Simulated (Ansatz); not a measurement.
# Al2Fe: the cost of one run

Method: DFT PBE, scalar-relativistic, plane waves, PAW, in Ansatz 0.2.0.

### Step 1. The starting structure

It takes space group P4/mmm (No. 123, tetragonal). The conventional cell has a = 2.702 Å, b = 2.702 Å, c = 5.163 Å, α = 90.00°, β = 90.00°, γ = 90.00°. Around Al (site symmetry 4mm) lie 4 Fe at 2.37 Å and 6 Al at 2.37 to 2.79 Å. Around Fe (site symmetry 4/mmm) lie 8 Al at 2.37 Å and 4 Fe at 2.70 Å.

As a file:

```xyz
3
Lattice="2.7021 0.0000 0.0000 0.0000 2.7021 0.0000 0.0000 0.0000 5.1625" Properties=species:S:1:pos:R:3 pbc="T T T"
Al    1.3510    1.3510    1.3939
Al    1.3510    1.3510    3.7687
Fe    0.0000    0.0000    0.0000
```

A structure generator made this guess: species swapped into a database cell of FeSi2 (P4/mmm, No. 123), with Al on the Si sites. The dimensions are guesses.

### Step 2. The guess as it stands, on a coarse mesh

The input, input.yaml:

```yaml
crystal:
  lattice:
    - [2.70207748, 0.0, 0.0]
    - [0.0, 2.70207748, 0.0]
    - [0.0, 0.0, 5.16253826]
  atoms:
    - { symbol: Al, position: [0.5, 0.5, 0.27000001] }
    - { symbol: Al, position: [0.5, 0.5, 0.72999999] }
    - { symbol: Fe, position: [0.0, 0.0, 0.0], spin: 4.0 }
basis:
  ecutwfc: 420
kpoints:
  mp_grid: { grid: [6, 6, 4] }
hamiltonian:
  xc: pbe
scf:
  occupations: { method: gaussian, width: 0.1 }
  lower_state_search: "off"
output:
  forces: true
  stress: true
  eigenvalues: true
  populations: true
magnetization:
  spin_polarized: true
```

The run is started by

```console
$ ansatz run input.yaml --threads 1 --pin off --max-ram 2560MiB --backend cpu --events-out ev --progress --plain --runs-dir out
```

**Question.** How long does this run take on 1 thread of Intel Xeon 6975P-C (Granite Rapids), shared host, and how much memory does it need?

About 2.5 s, with a peak of 0.33 GiB.
